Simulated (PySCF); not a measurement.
# C3H2F2OSi: the cost of one run

The runs use PySCF 2.14.0, with density-fitted response routines of our own; the level of theory stands in each step. All values are computed, except where a source is named. Atoms are numbered from 0 throughout.

### 1 The starting structure

9 atoms, charge 0, multiplicity 1; geometry from: GFN2-xTB. The atoms were then displaced at random by about 0.01 Å, so the start is not that level's minimum.

Bonds of the start (Å): C0–C1 1.23, C1–C2 1.45, C2–O3 1.21, C2–Si4 1.91, Si4–F5 1.59, Si4–F6 1.61, C0–H7 1.03, Si4–H8 1.43.

### 2 Relaxing the molecule at PBE0-D3(BJ)/def2-SVP

What the job is given:

```
{"job": {"xc": "PBE0", "basis": "def2-SVP", "d3": "d3bj", "grid": 1, "shake": 0.01, "kind": "geom"}, "charge": 0, "multiplicity": 1}
C      2.213640    -0.505150     0.538890
C      1.305390    -0.053030    -0.162520
C      0.189700     0.453500    -0.932140
O      0.333430     0.805060    -2.084480
Si    -1.448840     0.525930     0.054970
F     -1.747390    -0.918140     0.651440
F     -1.182940     1.377760     1.396710
H      2.987690    -0.849590     1.127160
H     -2.592870     1.039890    -0.623750
```

Started as:

```bash
$ OMP_NUM_THREADS=1 python probes_run.py task.json out
```

The driver reads the jobs from task.json and runs them one after another.

**Question.** How long does this first job take on 1 thread of Intel Xeon 6975P-C, shared host, and how much memory does it need?

About 27 s, with a peak of 0.46 GiB.
